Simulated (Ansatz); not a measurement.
# PbAu3: the cost of one run

Computed with Ansatz 0.2.0 through its Python package. Level of theory: DFT PBEsol, plane waves, PAW.

### 1 Starting point

The structure is cubic, space group Fm-3m (No. 225). The conventional cell has a = 6.964 Å, b = 6.964 Å, c = 6.964 Å, α = 90.00°, β = 90.00°, γ = 90.00°. Around Pb (site symmetry m-3m) lie 8 Au at 3.02 Å. Around Au (site symmetry -43m) lie 4 Pb at 3.02 Å and 4 Au at 3.02 Å. Au (site symmetry m-3m) is surrounded by 8 Au at 3.02 Å.

No structure file is read: the coordinates are typed or built in the script.

### 2 The code

pbau3_drho.py

```python
"""Density difference of PbAu3 against its sublattices."""

import ansatz as az
import numpy as np

VECTORS = np.array([
    [0.0, 3.481996, 3.481996],
    [3.481996, 0.0, 3.481996],
    [3.481996, 3.481996, 0.0],
])
SITES = [
    ("Pb", [0.5, 0.5, 0.5]),
    ("Au", [0.75, 0.75, 0.75]),
    ("Au", [0.25, 0.25, 0.25]),
    ("Au", [0.0, 0.0, 0.0]),
]


def on_lattice(cell):
    crystal = az.Crystal(lattice=az.Lattice.of(cell))
    for symbol, position in SITES:
        crystal = crystal.atom(symbol, position)
    return crystal

# one cutoff and one grid for all runs, so that the fields can be subtracted
def solve(crystal):
    return (
        crystal.calculation()
        .occupations("fermi_dirac", width=0.1)
        .scf(tolerance=1e-10)
        .functional("PBEsol")
        .basis(460, grid_basis="typed")
        .kpoints(6, 6, 6)
        .density()
        .run(threads=1)
    )


whole = solve(on_lattice(VECTORS))
difference = whole.density().channels[0].density_e_per_ang3.copy()
binding = whole.report["free_energy_ev"]
for element in ["Pb", "Au"]:
    part = az.Crystal(lattice=az.Lattice.of(VECTORS))
    for symbol, position in SITES:
        if symbol == element:
            part = part.atom(symbol, position)
    alone = solve(part)
    difference -= alone.density().channels[0].density_e_per_ang3
    binding -= alone.report["free_energy_ev"]
    print(f"{element} sublattice: {alone.report['n_electrons']:g} electrons, {alone.report['n_iterations']} iterations")

voxel = abs(np.linalg.det(VECTORS)) / difference.size
print(f"energy of the crystal less its unpolarised sublattices: {binding / len(SITES):.4f} eV/atom")
print(f"net charge of the difference {difference.sum() * voxel:.5f} e, charge rearranged {0.5 * np.abs(difference).sum() * voxel:.3f} e")
print(f"extremes {difference.min():.4f} and {difference.max():.4f} e/A^3")
for (symbol, position) in SITES:
    index = tuple(int(round(p * n)) % n for p, n in zip(position, difference.shape))
    print(f"  change of the pseudo-density at the grid point nearest {symbol}: {difference[index]:+.4f} e/A^3")
```

### 3 The input behind the calls

The engine receives this input (first run):

```yaml
crystal:
  lattice:
    - [0.0, 3.481996, 3.481996]
    - [3.481996, 0.0, 3.481996]
    - [3.481996, 3.481996, 0.0]
  atoms:
    - { symbol: Pb, position: [0.5, 0.5, 0.5] }
    - { symbol: Au, position: [0.75, 0.75, 0.75] }
    - { symbol: Au, position: [0.25, 0.25, 0.25] }
    - { symbol: Au, position: [0.0, 0.0, 0.0] }
basis:
  ecutwfc: 460.0
  fft_grid_basis: typed
kpoints:
  mp_grid:
    grid: [6, 6, 6]
hamiltonian:
  xc: pbesol
scf:
  convergence:
    dr2_threshold: 1.0e-10
  occupations:
    method: fermi_dirac
    width: 0.1
output:
  write_density: true
```

### 4 Running it

Launch:

```console
python pbau3_drho.py
```

**Question.** How long does this script take on 1 thread of Arm Neoverse V1, shared host, and how much memory does it need?

About 7.9 s, with a peak of 0.43 GiB.
